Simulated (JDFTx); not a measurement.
# Pb under changes of volume

One of the cells (40.672 Å³/atom); the others are scaled copies at fixed shape and fractional positions:

```
Pb
1.0
     0.00000    3.43900    3.43900
     3.43900    0.00000    3.43900
     3.43900    3.43900    0.00000
Pb
2
Cartesian
  1.7195 1.7195 1.7195
  0.0000 0.0000 0.0000
```

This isn't the form of Pb at room conditions, which is fcc.

* Program: JDFTx 1.7.0 (patched build)
* Functional: PBEsol
* Potentials or basis: PseudoDojo-SR-PBEsol-0.4.1-standard with smoothed tails
* Cutoff: 762 eV
* Density cutoff: 6095 eV
* k mesh: 7 × 7 × 7
* Occupations: fermi-dirac, width 0.05 eV
* Spin: no spin polarisation

| volume (Å³/atom) | energy over the lowest point (meV/atom) | pressure (GPa) |
| --- | --- | --- |
| 38.232 | ? | ? |
| 39.045 | 13.36 | 2.0 |
| 39.859 | 5.29 | 1.2 |
| 40.672 | 0.97 | 0.5 |
| 41.486 | 0.00 | -0.1 |
| 42.299 | 2.02 | -0.7 |
| 43.112 | 6.70 | -1.2 |

**Question.** What does the run at 38.232 Å³/atom give?

**Answer.** Energy over the lowest point 25.65 meV/atom; pressure 2.9 GPa.

Worked out: A Birch-Murnaghan fit of order 3 (a polynomial in V^(-2/3)) to the other rows has its minimum at 41.33 Å³/atom with B0 = V·E''(V) = 31 GPa and B' = 4.8. It gives 25.62 meV/atom at 38.232 Å³/atom, against the run's 25.65, and -dE/dV = 2.9 GPa, against 2.9.

Energies are extrapolated to zero smearing.
